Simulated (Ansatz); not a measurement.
# BH₅OS₂Si: relaxing the structure

What shape does BH₅OS₂Si take? The plan is to relax it.

Program: Ansatz 0.2.0, Gaussian basis. Level of theory: RKS PBE0-D4/def2-TZVP. These are calculated values, not measurements.

The runs, in order: relaxation at PBE0-D4/def2-TZVP.

1 further run of the same task is left out (set aside as unsound or not needed).

## 1. Where the work starts

10 atoms, charge 0, spin multiplicity 1.

Atoms are counted from 1 here; the program's logs count them from 0.

Bond lengths: Si1–O2 1.627 Å, Si1–H6 1.460 Å, Si1–H7 1.460 Å, Si1–H8 1.460 Å, O2–B3 1.311 Å, B3–S4 1.820 Å, B3–S5 1.824 Å, S4–H9 1.326 Å, S5–H10 1.325 Å. Angles: O2–Si1–H6 101.9°, O2–Si1–H7 103.3°, O2–Si1–H8 110.1°, H6–Si1–H7 114.4°, H6–Si1–H8 113.0°, H7–Si1–H8 112.9°, Si1–O2–B3 155.3°, O2–B3–S4 121.4°, O2–B3–S5 119.6°, S4–B3–S5 119.0°, B3–S4–H9 97.7°, B3–S5–H10 96.5°.

The start is a GFN2-xTB geometry.

## 2. Relaxation at PBE0-D4/def2-TZVP

Contents of in.yaml:

```yaml
crystal:
  periodic: [false, false, false]
  atoms:
    - {symbol: Si, position_ang: [1.426160, -1.181700, 0.370290]}
    - {symbol: O, position_ang: [0.283260, -0.028670, 0.257930]}
    - {symbol: B, position_ang: [-0.765380, 0.561940, -0.262700]}
    - {symbol: S, position_ang: [-1.602680, -0.114280, -1.729830]}
    - {symbol: S, position_ang: [-1.402800, 2.095360, 0.491210]}
    - {symbol: H, position_ang: [2.633740, -0.389630, 0.587110]}
    - {symbol: H, position_ang: [1.001950, -1.963810, 1.528050]}
    - {symbol: H, position_ang: [1.469990, -1.965180, -0.860580]}
    - {symbol: H, position_ang: [-2.539800, 0.816990, -1.844150]}
    - {symbol: H, position_ang: [-0.504430, 2.168980, 1.462670]}
basis:
  gaussian: {orbitals: def2-TZVP}
hamiltonian: {xc: pbe0, dispersion: d4}
relax: {f_tol: 0.005, max_steps: 150}
```

Run with:

```sh
$ ansatz run in.yaml --threads 2 --pin off --events-out ev --progress --plain --max-ram 22528MiB --backend cuda --devices 0, --max-vram 18GiB
```

Q: Predict the results of all the runs planned. Wanted: point group; shift from the start; total energy; dispersion term; dipole moment.

**Answer**, as computed:

```
                  quantity           value
               point group              C1
                     steps              10
shift from the start (rms)         0.234 Å
              total energy  -32345.2668 eV
           dispersion term        -242 meV
             dipole moment          0.94 D
```

In words: The atoms moved 0.23 Å (rms) from the start; the bond that changed most is O2–B3, from 1.311 to 1.351 Å. No vibrations were run, so it is not proven to be a minimum. The largest Mulliken charge, -0.29 e, sits on O2.
